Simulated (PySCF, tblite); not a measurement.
**C₃H₇Ge₂S radical: geometry, infrared bands and EPR parameters**

What infrared bands and EPR parameters should C₃H₇Ge₂S radical (`[CH2]C#[C][GeH2][GeH2][SH]`) show?

The runs use tblite 0.8.0 and PySCF 2.14.0, with density-fitted response routines of our own; the level of theory stands in each step. All values are computed, except where a source is named. Atoms count from 0, in the outputs and in this text.

## (1) Starting geometry

13 atoms, charge 0, multiplicity 2; geometry from: force field or distance geometry start.

Bonds of the start (Å): C0–C1 1.48, C1–C2 1.19, C2–Ge3 1.91, Ge3–Ge4 2.39, Ge4–S5 2.21, C0–H6 1.11, C0–H7 1.11, Ge3–H8 1.56, Ge3–H9 1.54, Ge4–H10 1.55, Ge4–H11 1.56, S5–H12 1.41.

## (2) Optimising the geometry with GFN2-xTB

The job: settings as JSON, then the geometry in Å.

```
{"job": {"kind": "relax", "xc": "GFN2-xTB", "basis": "xTB"}, "charge": 0, "multiplicity": 2}
C      2.980800    -0.607900     1.583400
C      1.862500    -0.595800     0.615900
C      0.965700    -0.599200    -0.159900
Ge    -0.479000    -0.576500    -1.406400
Ge    -1.993000     1.170900    -0.802700
S     -2.630000     0.910200     1.299300
H      2.573700    -0.456500     2.605400
H      3.682300     0.222100     1.345900
H     -1.214300    -1.947200    -1.337800
H      0.062600    -0.345700    -2.824400
H     -1.279900     2.537000    -0.968500
H     -3.236500     1.119400    -1.735900
H     -1.299500     0.961900     1.768000
```

Command:

```sh
> OMP_NUM_THREADS=1 python probes_run.py task.json out
```

One launch serves the whole session: the jobs run in the order shown.

Standard output:

```text
step      E/eV     max force
  0    -461.32731    6.843
  1    -461.39180    6.946
  2    -461.86580    2.164
  3    -462.00229    2.247
  4    -462.08188    1.562
  5    -462.21710    0.485
  6    -462.23328    0.472
  7    -462.25111    0.392
  8    -462.25940    0.323
  9    -462.27173    0.307
 10    -462.27865    0.258
 11    -462.28223    0.139
 12    -462.28382    0.100
 13    -462.28506    0.085
 14    -462.28628    0.111
 15    -462.28771    0.117
 16    -462.28922    0.108
 17    -462.29090    0.124
 18    -462.29228    0.113
 19    -462.29300    0.060
 20    -462.29329    0.045
 21    -462.29345    0.042
 22    -462.29367    0.045
 23    -462.29401    0.064
 24    -462.29447    0.064
 25    -462.29490    0.055
 26    -462.29517    0.035
 27    -462.29531    0.031
 28    -462.29545    0.038
 29    -462.29565    0.047
 30    -462.29590    0.057
 31    -462.29615    0.042
 32    -462.29637    0.036
 33    -462.29660    0.039
 34    -462.29686    0.065
 35    -462.29717    0.076
 36    -462.29747    0.056
 37    -462.29769    0.039
 38    -462.29784    0.034
 39    -462.29800    0.045
 40    -462.29820    0.057
 41    -462.29844    0.049
 42    -462.29865    0.037
 43    -462.29878    0.021
 44    -462.29884    0.017
 45    -462.29889    0.017
 46    -462.29895    0.025
 47    -462.29905    0.033
 48    -462.29918    0.040
 49    -462.29931    0.028
 50    -462.29945    0.029
 51    -462.29959    0.031
 52    -462.29973    0.033
 53    -462.29986    0.026
 54    -462.29995    0.021
 55    -462.30000    0.019
 56    -462.30007    0.025
 57    -462.30018    0.036
 58    -462.30033    0.037
 59    -462.30045    0.024
 60    -462.30051    0.017
 61    -462.30055    0.020
 62    -462.30060    0.022
 63    -462.30064    0.021
 64    -462.30066    0.013
 65    -462.30067    0.006
```

Run time: 1.4 s. Hardware: 1 thread of Intel Xeon at 2.50GHz, shared host.

The steps of the relaxation: (not every step is listed)

| step | energy from step 0 (eV) | largest force (eV/Å) |
| --- | --- | --- |
| 0 | 0.0000 | 6.8434 |
| 1 | -0.0645 | 6.9461 |
| 2 | -0.5385 | 2.1635 |
| 3 | -0.6750 | 2.2475 |
| 4 | -0.7546 | 1.5623 |
| 5 | -0.8898 | 0.4848 |
| 6 | -0.9060 | 0.4725 |
| 7 | -0.9238 | 0.3924 |
| 8 | -0.9321 | 0.3231 |
| 13 | -0.9577 | 0.0849 |
| 18 | -0.9650 | 0.1127 |
| 23 | -0.9667 | 0.0636 |
| 28 | -0.9681 | 0.0376 |
| 33 | -0.9693 | 0.0390 |
| 38 | -0.9705 | 0.0343 |
| 43 | -0.9715 | 0.0211 |
| 48 | -0.9719 | 0.0404 |
| 53 | -0.9726 | 0.0265 |
| 58 | -0.9730 | 0.0372 |
| 60 | -0.9732 | 0.0174 |
| 61 | -0.9732 | 0.0203 |
| 62 | -0.9733 | 0.0220 |
| 63 | -0.9733 | 0.0215 |
| 64 | -0.9733 | 0.0129 |
| 65 | -0.9734 | 0.0057 |

Distances of close pairs at the start and the end, largest changes first:

| bond | before (Å) | after (Å) | change (Å) |
| --- | --- | --- | --- |
| C0–C1 | 1.479 | 1.343 | -0.136 |
| S5–H12 | 1.412 | 1.327 | -0.084 |
| Ge3–H8 | 1.557 | 1.507 | -0.050 |
| C1–C2 | 1.186 | 1.236 | +0.050 |
| Ge4–H11 | 1.556 | 1.516 | -0.039 |
| C0–H7 | 1.112 | 1.075 | -0.037 |
| C0–H6 | 1.110 | 1.076 | -0.035 |
| Ge3–H9 | 1.535 | 1.504 | -0.032 |

The end geometry stands in the next job.

## (3) Harmonic vibrations with GFN2-xTB

The job: settings as JSON, then the geometry in Å.

```
{"job": {"kind": "ir", "xc": "GFN2-xTB", "basis": "xTB"}, "charge": 0, "multiplicity": 2}
C      2.826899    -0.349635     1.597248
C      1.860740    -0.468751     0.672117
C      0.994623    -0.614887    -0.197084
Ge    -0.452332    -0.591538    -1.397056
Ge    -1.978682     1.196083    -0.829912
S     -2.571638     1.165423     1.299989
H      2.696728    -0.750893     2.586709
H      3.749660     0.152532     1.367145
H     -1.121258    -1.939390    -1.316848
H      0.095823    -0.441364    -2.789348
H     -1.406964     2.575627    -1.142565
H     -3.291315     1.170846    -1.588918
H     -1.406671     0.688821     1.720795
```

Standard output:

```text
mode    cm-1     km/mol
  1       9.4      0.61
  2      37.1      0.55
  3      76.0      2.05
  4      92.7      0.99
  5     120.2     32.22
  6     133.1     10.38
  7     160.1     15.69
  8     230.3      5.84
  9     300.3     14.86
 10     309.7     21.56
 11     360.0      5.80
 12     379.0     19.75
 13     389.5     32.08
 14     441.9     22.60
 15     557.1     29.81
 16     584.8    520.92
 17     617.0    152.89
 18     657.2     77.49
 19     691.3     20.52
 20     743.6    164.88
 21     809.2    208.50
 22     849.4    296.91
 23     943.7      0.55
 24    1230.8      1.67
 25    1390.1      1.46
 26    1786.6    337.35
 27    1888.0    468.92
 28    1912.5    352.71
 29    1973.1    543.49
 30    2061.9     26.71
 31    2415.1    109.21
 32    3101.3      2.18
 33    3127.5      7.31
```

Wall time 1.4 s (1 thread of Intel Xeon at 2.50GHz, shared host).

The strongest bands and the atoms that carry them (share of the mass-weighted mode):

| cm⁻¹ | km/mol | atoms |
| --- | --- | --- |
| 585 | 520.9 | H10 40 %, H8 37 %, H11 10 % |
| 744 | 164.9 | H12 65 %, H11 19 % |
| 809 | 208.5 | H9 39 %, H8 38 %, H11 11 % |
| 849 | 296.9 | H11 40 %, H10 39 %, H8 10 % |
| 1787 | 337.4 | H10 83 %, H11 15 % |
| 1888 | 468.9 | H11 83 %, H10 15 % |
| 1912 | 352.7 | H8 65 %, H9 34 % |
| 1973 | 543.5 | H9 65 %, H8 33 % |

## (4) g tensor and hyperfine couplings: B3LYP/def2-TZVP-core+pcH-1

The job, as its differences from that of step 3:

```diff
@@ -1,2 +1,2 @@
-{"job": {"kind": "ir", "xc": "GFN2-xTB", "basis": "xTB"}, "charge": 0, "multiplicity": 2}
+{"job": {"kind": "epr", "basis": "pcH-1"}, "charge": 0, "multiplicity": 2}
 C      2.826899    -0.349635     1.597248
```

Level: UKS B3LYP, def2-TZVP-core on Ge, pcH-1 on C H S, non-relativistic, mean-field spin-orbit, GIAO.

Standard output:

```text
UKS, coarse grid
  cycle   1  E = -4670.62937770  |g| = 1.88e+00
  cycle   2  E = -4670.49896869  |g| = 1.29e+00
  cycle   3  E = -4670.72128879  |g| = 5.52e-01
  cycle   4  E = -4670.79126924  |g| = 9.62e-02
  cycle   5  E = -4670.79484727  |g| = 5.21e-02
  cycle   6  E = -4670.79610559  |g| = 1.73e-02
  cycle   7  E = -4670.79627553  |g| = 3.78e-03
  cycle   8  E = -4670.79629108  |g| = 2.01e-03
  cycle   9  E = -4670.79629493  |g| = 8.92e-04
UKS, final grid
  cycle   1  E = -4670.79629968  |g| = 8.05e-04
  cycle   2  E = -4670.79629964  |g| = 1.12e-03
  cycle   3  E = -4670.79630022  |g| = 2.47e-04
  cycle   4  E = -4670.79630027  |g| = 2.18e-04
  cycle   5  E = -4670.79630033  |g| = 9.45e-05
  cycle   6  E = -4670.79630035  |g| = 2.51e-05
  cycle   7  E = -4670.79630035  |g| = 8.52e-06
E = -4670.79630035 Eh   <S^2> = 0.7701 (exact 0.7500)
g shifts (ppm)      1          2          3
  rmc          -143       -143       -143
  gc              3         20         31
  oz_so        -679        306        943
  total        -819        183        831
hyperfine (MHz)  atom isotope    a_iso     a_fc   dipolar eigenvalues
    0   13C      59.54      59.61    -57.14    -56.14    113.28
    1   13C     -58.54     -58.57    -21.92     -1.57     23.49
    2   13C      59.00      59.08    -45.35    -34.83     80.19
    3  73Ge      10.66      10.87     -0.68     -0.14      0.82
    4  73Ge     -20.39     -20.57     -3.25      1.55      1.69
    5   33S       0.15       0.15     -0.40     -0.26      0.66
    6    1H     -50.52     -50.53    -26.45     -0.84     27.29
    7    1H     -50.55     -50.55    -26.44     -0.85     27.28
    8    1H      19.30      19.31     -1.89     -1.55      3.44
    9    1H       6.69       6.70     -1.86     -1.53      3.39
   10    1H       2.18       2.17     -0.92     -0.43      1.35
   11    1H      11.66      11.66     -0.71     -0.21      0.93
   12    1H       0.50       0.50     -1.49     -0.90      2.39
```

Run time: 12 min. Hardware: 1 thread of Intel Xeon at 2.50GHz, shared host; peak memory 1.4 GiB.

Principal g values 2.00150, 2.00250, 2.00315; g(iso) = 2.00238, against 2.00232 for a free electron.

Mean a(iso) over the nuclei that a row names, and the largest dipolar term of the row (other rows stand at the frozen geometry):

| nuclei | isotope | a(iso) (MHz) | a(iso) (G, at g = 2.0023) | largest dipolar term (MHz) |
| --- | --- | --- | --- | --- |
| C0 | 13C | 59.5 | 21.2 | 113.3 |
| C2 | 13C | 59.0 | 21.1 | 80.2 |
| C1 | 13C | -58.5 | -20.9 | 23.5 |
| H6, H7 | 1H | -50.5 | -18.0 | 27.3 |
| Ge4 | 73Ge | -20.4 | -7.3 | -3.2 |
| H8, H9 | 1H | 13.0 | 4.6 | 3.4 |
| Ge3 | 73Ge | 10.7 | 3.8 | 0.8 |
| H10, H11 | 1H | 6.9 | 2.5 | 1.3 |
| H12 | 1H | 0.5 | 0.2 | 2.4 |
| S5 | 33S | 0.2 | 0.1 | 0.7 |

Mulliken spin populations:

C0 0.75; C1 -0.28; C2 0.56; Ge3 -0.03; Ge4 0.03; S5 0.00; H6 -0.03; H7 -0.03; H8 0.01; H9 0.00; H10 0.00; H11 0.01; H12 0.00

In first order the couplings over 0.8 MHz of 1H give 27 distinct lines over 50.3 G, if the averaged nuclei exchange fast.

The fields below are evaluated on a grid from the run's orbitals.

ELF in a plane through or near 5 of the atoms.

Ten even steps from ' ' (0.00) to '@' (1.00):
```
                                                        
                                                        
                                ::====::                
                              ::**%%%%**--              
                            ..--%%@@@@%%++..            
                          --++++##%%%%##==              
          ..::::..        --**++**##%%**::              
        ::++##**==::..      ....==####==::..::::..      
        ::**%%##**++==--..      --..--::--%%@@@@##..    
        ::++::++%%******==::  ::++::##++==@@@@@@@@::    
      ..--**====@@**++%%****--==%%==::..##@@@@@@@@::    
      ..--++****##==%%----%%--..--%%##--++%%@@@@**      
        ..::::::==**##**%%##..++----==..  ..--::        
                ..--++**++--::::::==::                  
                  ..----..::**%%%%%%==                  
                          ::%%@@@@@@**                  
                          ..##@@@@%%==                  
                            ..----::                    
                                                        
                                                        
```
The map spans 12.9 Å across and 10.4 Å up, centred on the molecule. Atoms in the plane (x, y in Å): C0 (-3.3, 0.3), C1 (-2.1, -0.3), C2 (-0.9, -0.8), Ge3 (0.8, -1.4), H11 (3.8, 0.2).

log10 of the density (e/Å³) in the same plane.

Ten even steps from ' ' (-4.0) to '@' (1.5):
```
                                                        
                              ..::::::::..              
                          ..::::--------::..            
                        ..::----==++++==--::..          
                        ::--====++****++==--::          
        ..::::::::......::--==++**####**++==::..        
      ..::--==------::::--==++++**####**++==--::..      
    ..--==++++++++==--------==++********++====--::..    
    ::--++**####**++++==========**##%%##****++==--::    
    ::==++**@@@@####****++++==++**##@@@@####**++==::..  
    ::--++**######@@####****++++****####**##**++--::    
    ::--==++******##########**##******++++++++==--::    
    ..::----====++****####**##@@%%**++====----::::..    
      ....::----====++++++****####**++----::::..        
          ..::::----======++********==--::....          
                ..::::----==++****++==::..              
                    ....::--========--::..              
                        ..::::----::::..                
                          ............                  
                                                        
```
The map spans 12.9 Å across and 10.4 Å up, centred on the molecule. Atoms in the plane (x, y in Å): C0 (-3.3, 0.3), C1 (-2.1, -0.3), C2 (-0.9, -0.8), Ge3 (0.8, -1.4), H11 (3.8, 0.2).

On the surface of density 0.002 e/bohr³ the electrostatic potential runs, from the 1st to the 99th percentile, from -0.85 V near S5 to 1.32 V near H9.

The spin density lies nearest to C0, C2 about 36 % each; C1 11 % (beta excess); H6 7 %.

## (5) Results

| quantity | value |
| --- | --- |
| strongest single infrared mode (GFN2-xTB) | 1973 cm⁻¹, 543 km/mol |
| zero-point energy (GFN2-xTB) | 43.4 kcal/mol |
| g(iso) (B3LYP) | 2.00238 |
| ⟨S²⟩ | 0.770 (exact 0.75) |
| largest a(iso) (averaged by class) | 13C on C0, 59.5 MHz |
| surface potential, 1st and 99th percentile | -0.85 V and 1.32 V |

**Reading.** Relaxing lowered the energy by 0.973 eV in 65 steps; the close pair that moved most is C0–C1, from 1.479 to 1.343 Å. All 33 modes are real, so the xTB geometry is a minimum. The strongest single mode, at 1973 cm⁻¹, moves mainly H9 and H8. GFN2-xTB is a fitted tight-binding method: band positions and strengths are rough. Its intensities can rank the bands wrongly. The largest spin populations lie on C0 (0.75 e), C2 (0.56 e). The isotropic g lies 0.1 ppt above the free-electron value. The hyperfine terms hold no scalar relativity, which the heavier nuclei need.
